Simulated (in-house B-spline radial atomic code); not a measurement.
# Rh¹⁸⁺: Hartree-Fock with and without relativity

Wanted: relativistic shifts in Rh¹⁸⁺, shell by shell.

Program: in-house B-spline radial atomic code version 1. Level of theory: Hartree-Fock averaged over the configuration, non-relativistic (point nucleus) and Dirac-Coulomb (finite nucleus); spherical all-electron atom at the radial basis limit. These are calculated values, not measurements, unless marked.

### Step 1. Starting point

```
element       : rhodium (Z = 45)
charge        : +18
electrons     : 27
configuration : [Ar] 3d9
nucleus       : point (non-relativistic run); Fermi, rms radius 4.495 fm (Dirac runs)
```

Outer shells as boxes (Hund's rule):

[Ar] 3d9
```
[Ar] core
3d [↑↓][↑↓][↑↓][↑↓][↑ ]
```

The boxes draw the filling by Hund's rule, which heavy ions in jj coupling don't follow; these runs average over all states of the configuration.

### Step 2. Non-relativistic run

Settings, as recorded:

```ini
Z = 45
electrons = 27.0
configuration = [Ar] 3d9
hamiltonian = nr
method = hf
spin_polarised = False
```

### Step 3. Dirac-Coulomb run

Settings, as recorded:

```ini
Z = 45
electrons = 27.0
configuration = [Ar] 3d9
hamiltonian = dirac
method = hf
spin_polarised = False
nucleus = fermi
rms_radius = 4.4945
mass_number = 103
atomic_mass = 102.905494081
speed_of_light = 137.035999084
```

### Step 4. Dirac-Coulomb run in the lowest jj configuration, 1s2 2s2 2p6 3s2 3p6 3d-4 3d+5

In configurations, a minus sign after the shell means j = l − 1/2 and a plus sign j = l + 1/2; the count of electrons follows.

Settings: those of step 3 with these lines changed.

```diff
@@ -2,3 +2,3 @@
 electrons = 27.0
-configuration = [Ar] 3d9
+configuration = 1s2 2s2 2p6 3s2 3p6 3d-4 3d+5
 hamiltonian = dirac
```

**Question.** How much does each shell's level and mean radius change with the Dirac Hamiltonian, and the total energy?

As calculated:

Levels and radii; the Dirac values are averaged over j with the occupations as weights.

| shell | ε non-rel. (eV) | ε Dirac (eV) | <r> non-rel. (bohr) | <r> Dirac (bohr) | change of <r> (%) |
| --- | --- | --- | --- | --- | --- |
| 1s | -23204.1 | -23870.9 | 0.03384 | 0.03262 | -3.62 |
| 2s | -3804.93 | -3967.55 | 0.1467 | 0.1411 | -3.86 |
| 2p | -3557.47 | -3604.86 | 0.1257 | 0.1233 | -1.91 |
| 3s | -1083.39 | -1119.13 | 0.3927 | 0.3812 | -2.93 |
| 3p | -983.47 | -995.62 | 0.3843 | 0.3790 | -1.40 |
| 3d | -807.10 | -804.44 | 0.3538 | 0.3537 | -0.03 |

What this shows: The Dirac run lies -96.03 hartree (-2.1 %) from the non-relativistic one; the finite nucleus has a part in that. First-order perturbation theory (mass-velocity plus Darwin) gives -89.21 hartree, which is 93 % of the full shift. Averaged over j, the 2s shell contracts most (-3.86 %). Spin-orbit coupling splits the 3d level by 5.401 eV and the 2p level by 145.91 eV. The lowest jj configuration lies 2.057 eV below the average over the whole configuration. Breit terms add 3.00 hartree and QED terms 2.03 hartree.
